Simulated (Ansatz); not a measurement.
# C₂H₉FGeOSi: up Jacob's ladder to CCSD(T)

An exercise on one series of results from a longer session: the logs are not shown, and one member is left open.

The runs use Ansatz 0.2.0, Gaussian basis; functionals in def2-TZVPP, the program's frozen cores in correlated methods.

The runs, in order: LDA (SPW92), PBE-D4, revPBE-D4, BLYP-D4, r2SCAN-D4, B97M-V, PBE0-D4, B3LYP-D4, r2SCANh-D4, r2SCAN0-D4, HSE06-D4, BHLYP-D4, CAM-B3LYP-D4, LC-ωPBE, ωB97X-V, ωB97M-V, B2PLYP, PBE-QIDH; CCSD(T)/def2-SVP; CCSD(T)/def2-TZVPP; MP2/def2-QZVPP; extrapolation to the limit; RPA on PBE.

**The geometry**

All runs share one geometry, relaxed beforehand with PBE0-D4 in a triple-zeta def2 set.

SMILES `CO[Si](C)(F)[GeH3]`, 15 atoms, charge 0, spin multiplicity 1.

Atoms are counted from 1 here; the program's logs count them from 0.

Bond lengths: C1–O2 1.411 Å, C1–H7 1.094 Å, C1–H8 1.096 Å, C1–H9 1.091 Å, O2–Si3 1.632 Å, Si3–C4 1.848 Å, Si3–F5 1.608 Å, Si3–Ge6 2.389 Å, C4–H10 1.092 Å, C4–H11 1.092 Å, C4–H12 1.093 Å, Ge6–H13 1.539 Å, Ge6–H14 1.540 Å, Ge6–H15 1.539 Å. Angles: O2–C1–H7 111.0°, O2–C1–H8 111.7°, O2–C1–H9 108.2°, H7–C1–H8 108.6°, H7–C1–H9 108.8°, H8–C1–H9 108.5°, C1–O2–Si3 125.8°, O2–Si3–C4 107.1°, O2–Si3–F5 109.0°, O2–Si3–Ge6 111.6°, C4–Si3–F5 108.8°, C4–Si3–Ge6 114.4°, F5–Si3–Ge6 105.8°, Si3–C4–H10 110.6°, Si3–C4–H11 110.8°, Si3–C4–H12 110.0°, H10–C4–H11 108.4°, H10–C4–H12 108.4° and more.

Set-up of the first run:

in.yaml reads:

```yaml
crystal:
  periodic: [false, false, false]
  atoms:
    - {symbol: C, position_ang: [-0.714783, 2.214870, -0.255477]}
    - {symbol: O, position_ang: [-0.544045, 0.958604, -0.873895]}
    - {symbol: Si, position_ang: [-0.420475, -0.475430, -0.105150]}
    - {symbol: C, position_ang: [-0.214712, -1.772105, -1.405035]}
    - {symbol: F, position_ang: [-1.784352, -0.757921, 0.697689]}
    - {symbol: Ge, position_ang: [1.309865, -0.444267, 1.541525]}
    - {symbol: H, position_ang: [-1.720035, 2.311406, 0.164716]}
    - {symbol: H, position_ang: [0.016083, 2.374405, 0.545233]}
    - {symbol: H, position_ang: [-0.573829, 2.988183, -1.011703]}
    - {symbol: H, position_ang: [0.711362, -1.614414, -1.962150]}
    - {symbol: H, position_ang: [-0.183820, -2.768217, -0.958044]}
    - {symbol: H, position_ang: [-1.050727, -1.732739, -2.108020]}
    - {symbol: H, position_ang: [1.076951, 0.641710, 2.606803]}
    - {symbol: H, position_ang: [2.678037, -0.174821, 0.888858]}
    - {symbol: H, position_ang: [1.392582, -1.800063, 2.264048]}
basis:
  gaussian: {orbitals: def2-TZVPP}
hamiltonian: {xc: lda}
output: {orbitals: {seedname: orbitals}}
```

Command:

```sh
$ ansatz run in.yaml --threads 2 --pin off --events-out ev --progress --plain --max-ram 32768MiB --backend cuda --devices 0, --max-vram 18GiB
```

Among the steps run: LDA; PBE-D4 (GGA); revPBE-D4 (GGA); BLYP-D4 (GGA); r2SCAN-D4 (meta-GGA); B97M-V (meta-GGA); B3LYP-D4 (hybrid); r2SCANh-D4 (hybrid); r2SCAN0-D4 (hybrid); HSE06-D4 (hybrid); BHLYP-D4 (hybrid); CAM-B3LYP-D4 (range-separated); LC-ωPBE (range-separated); ωB97X-V (range-separated); ωB97M-V (range-separated); B2PLYP (double hybrid); PBE-QIDH (double hybrid).

One table of the session follows, with a row left open; its other results are not shown here.

It belongs to the step «Frontier levels by functional». 

| functional | HOMO (eV) | LUMO (eV) | gap (eV) |
| --- | --- | --- | --- |
| LDA (SPW92) | -6.61 | -0.64 | 5.96 |
| PBE-D4 | ? | ? | ? |
| revPBE-D4 | -6.43 | -0.31 | 6.11 |
| BLYP-D4 | -6.37 | -0.28 | 6.09 |
| r2SCAN-D4 | -6.77 | -0.16 | 6.61 |
| B97M-V | -6.87 | -0.31 | 6.56 |
| PBE0-D4 | -7.72 | 0.40 | 8.11 |
| B3LYP-D4 | -7.52 | 0.20 | 7.73 |
| r2SCANh-D4 | -7.23 | 0.12 | 7.35 |
| r2SCAN0-D4 | -7.91 | 0.54 | 8.45 |
| HSE06-D4 | -7.32 | 0.02 | 7.34 |
| BHLYP-D4 | -8.86 | 1.27 | 10.13 |
| CAM-B3LYP-D4 | -9.02 | 1.43 | 10.46 |
| LC-ωPBE | -10.29 | 2.57 | 12.86 |
| ωB97X-V | -9.98 | 2.42 | 12.40 |
| ωB97M-V | -9.80 | 2.15 | 11.96 |

Q: Estimate the row for PBE-D4 from the others.

**Answer.** HOMO (eV): -6.48; LUMO (eV): -0.42; gap (eV): 6.06. In the column «HOMO (eV)» it lies between LDA (SPW92) (-6.61) and revPBE-D4 (-6.43).
